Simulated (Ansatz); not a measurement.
**GeH₄Cl (doublet): from Hartree-Fock to the top rungs at distance Cl1–H2 along a hydrogen transfer = 1.688 Å, cc-pVDZ**

How much of the correlation energy of GeH₄Cl (doublet) does each wave-function method recover here?

Method: cc-pVDZ, core rule «outside noble gas», up to 19 orbitals frozen; program: Ansatz 0.2.0, Gaussian basis.

Plan: UHF; CCSD(T) on ROHF; CCSD(T) on UHF; BCCD(T) on ROHF; CISD; CCSDT(Q) on ROHF; CCSDT(Q) on UHF; CASSCF and MRCISD+Q, 3 electrons in 3 orbitals; CASSCF and NEVPT2, 3 electrons in 3 orbitals; CASSCF and MRCISD+Q, 15 electrons in 12 orbitals; CASSCF and NEVPT2, 15 electrons in 12 orbitals.

### 1 The system

The geometry derives from fragments relaxed apart (PBE0/def2-TZVP) and kept rigid, so it is no stationary point. A hydrogen atom is moved between rigid fragments. No spin-orbit coupling is included. The filled d shell of Ge may be among the frozen orbitals whatever the setting's name suggests; the logs give the count.

6 atoms, charge 0, spin multiplicity 2.

Atoms are counted from 1 here; the program's logs count them from 0.

Bond lengths: H2–Ge3 1.530 Å, Ge3–H4 1.539 Å, Ge3–H5 1.539 Å, Ge3–H6 1.539 Å. Angles: H2–Ge3–H4 107.7°, H2–Ge3–H5 107.7°, H2–Ge3–H6 107.7°, H4–Ge3–H5 111.2°, H4–Ge3–H6 111.2°, H5–Ge3–H6 111.2°.

### 2 UHF

Contents of in.yaml:

```yaml
crystal:
  periodic: [false, false, false]
  atoms:
    - {symbol: Cl, position_ang: [-2.199378, 0.000000, -0.000001]}
    - {symbol: H, position_ang: [-0.511378, 0.000000, 0.000000]}
    - {symbol: Ge, position_ang: [1.018622, 0.000000, 0.000000]}
    - {symbol: H, position_ang: [1.487290, -1.465915, 0.000001]}
    - {symbol: H, position_ang: [1.487291, 0.732957, -1.269519]}
    - {symbol: H, position_ang: [1.487290, 0.732957, 1.269520]}
basis:
  gaussian: {orbitals: cc-pVDZ}
magnetization: {spin_polarized: true, initial_magnetization: 1}
hamiltonian: {xc: hf}
output: {orbitals: {seedname: orbitals}}
```

Started as:

```console
> ansatz run in.yaml --threads 1 --pin off --events-out ev --progress --plain --max-ram 2816MiB --backend cpu
```

After this run come: CCSD(T) on ROHF; CCSD(T) on UHF; BCCD(T) on ROHF; CISD; CCSDT(Q) on ROHF; CCSDT(Q) on UHF; CASSCF and MRCISD+Q, 3 electrons in 3 orbitals; CASSCF and NEVPT2, 3 electrons in 3 orbitals; CASSCF and MRCISD+Q, 15 electrons in 12 orbitals; CASSCF and NEVPT2, 15 electrons in 12 orbitals.

Q: Predict the results of all the runs planned. Wanted: UCCSDT(Q) below the RHF energy; RMP2 from UCCSDT(Q); UMP2 from UCCSDT(Q); RCCSD from UCCSDT(Q); RCCSD(T) from UCCSDT(Q); UCCSD(T) from UCCSDT(Q); RCCSDT(Q) from UCCSDT(Q); NEVPT2 pair from UCCSDT(Q); MRCISD+Q pair from UCCSDT(Q).

As calculated:

| quantity | value |
| --- | --- |
| UCCSDT(Q) below the RHF energy | -8.0417 eV |
| RMP2 from UCCSDT(Q) | +129.0 kJ/mol |
| UMP2 from UCCSDT(Q) | +132.3 kJ/mol |
| RCCSD from UCCSDT(Q) | +17.0 kJ/mol |
| RCCSD(T) from UCCSDT(Q) | +3.3 kJ/mol |
| UCCSD(T) from UCCSDT(Q) | +3.3 kJ/mol |
| RCCSDT(Q) from UCCSDT(Q) | +0.1 kJ/mol |
| NEVPT2 pair from UCCSDT(Q) | +128.8 kJ/mol |
| MRCISD+Q pair from UCCSDT(Q) | +7.3 kJ/mol |
| NEVPT2 valence from UCCSDT(Q) | +150.8 kJ/mol |
| levels within 1 kcal/mol (43 meV) | RCCSD(T), UCCSD(T), BCCD(T), RCCSDT, UCCSDT, RCCSDT(Q) |
| T1 diagnostic | 0.018 |
| effectively unpaired electrons | 1.02 |

**Reading.** RCCSD(T) lands +3.3 kJ/mol from the yardstick (0.4 % of the correlation energy). One determinant dominates. Of the multireference levels listed MRCISD+Q valence comes nearest in total energy (+4.3 kJ/mol), which doesn't show that its space is the better one. These misses are within one basis, not against nature; the frozen cores of restricted and unrestricted runs differ, which can shift their rows.
